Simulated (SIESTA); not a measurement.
The system is Mo2C.

```
Mo C
1.0
     4.73500    0.00000    0.00000
     0.00000    6.02500    0.00000
     0.00000    0.00000    5.21000
Mo C
8 4
Direct
  0.24500 0.87500 0.58300
  0.25500 0.62500 0.08300
  0.74500 0.62500 0.41700
  0.75500 0.87500 0.91700
  0.75500 0.12500 0.41700
  0.74500 0.37500 0.91700
  0.25500 0.37500 0.58300
  0.24500 0.12500 0.08300
  0.50000 0.87500 0.25000
  0.00000 0.62500 0.75000
  0.50000 0.12500 0.75000
  0.00000 0.37500 0.25000
```

```yaml
Program: SIESTA 5.4.2
Task: single point
Functional: PBEsol
Potentials_or_basis: PseudoDojo 0.4 standard (PBEsol files)
Basis: DZP (energy shift 0.003 Ry; two zetas on semicore shells)
Grid_cutoff: 800 Ry
Energy_shift: 0.003 Ry
k_mesh: 6 × 5 × 5
Occupations: fermi-dirac, width 0.05 eV
Spin: no spin polarisation
```

On this cell: pressure -1.0 GPa; largest force 0.549 eV/Å; band gap on the k mesh none (metal or under the smearing width).

The same run follows on a disturbed copy (atoms moved at random, drawn with an rms of 0.05 Å):

```xyz
12
Lattice="4.7350 0.0000 0.0000 0.0000 6.0250 0.0000 0.0000 0.0000 5.2100" Properties=species:S:1:pos:R:3 pbc="T T T"
Mo    1.1490    5.2730    3.0307
Mo    1.2047    3.7538    0.3979
Mo    3.5335    3.7622    2.1635
Mo    3.5503    5.2841    4.7742
Mo    3.5840    0.7271    2.1455
Mo    3.4711    2.2610    4.8039
Mo    1.1966    2.2333    3.0071
Mo    1.1396    0.7494    0.4365
C     2.3574    5.2791    1.2884
C    -0.0221    3.7434    3.8885
C     2.3636    0.7627    3.8854
C     0.0187    2.2860    1.3059
```

Task: What does the disturbed cell give?

Result: The energy (extrapolated to zero smearing) moves by +3.3 meV/atom; pressure -1.0 GPa; largest force 1.087 eV/Å; band gap on the k mesh none (metal or under the smearing width).

Forces on the atoms (eV/Å):
```
Mo   0.245  0.342 -0.245
Mo  -0.212 -0.109 -0.155
Mo  -0.094 -0.282  0.178
Mo   0.103  0.155 -0.071
Mo  -0.337 -0.080  0.402
Mo   0.913  0.591 -0.001
Mo  -0.179  0.791  0.324
Mo   0.325 -0.452 -0.539
C   -0.193  0.072  0.098
C    0.034 -0.295  0.250
C   -0.039 -0.705  0.159
C   -0.565 -0.028 -0.402
```

Stress tensor (GPa, compression positive):
```
-1.22 -0.01  1.17
-0.01 -0.39  0.21
 1.17  0.21 -1.54
```

Caveats: the basis of atomic orbitals isn't converged, which shifts pressures, moduli and gaps.
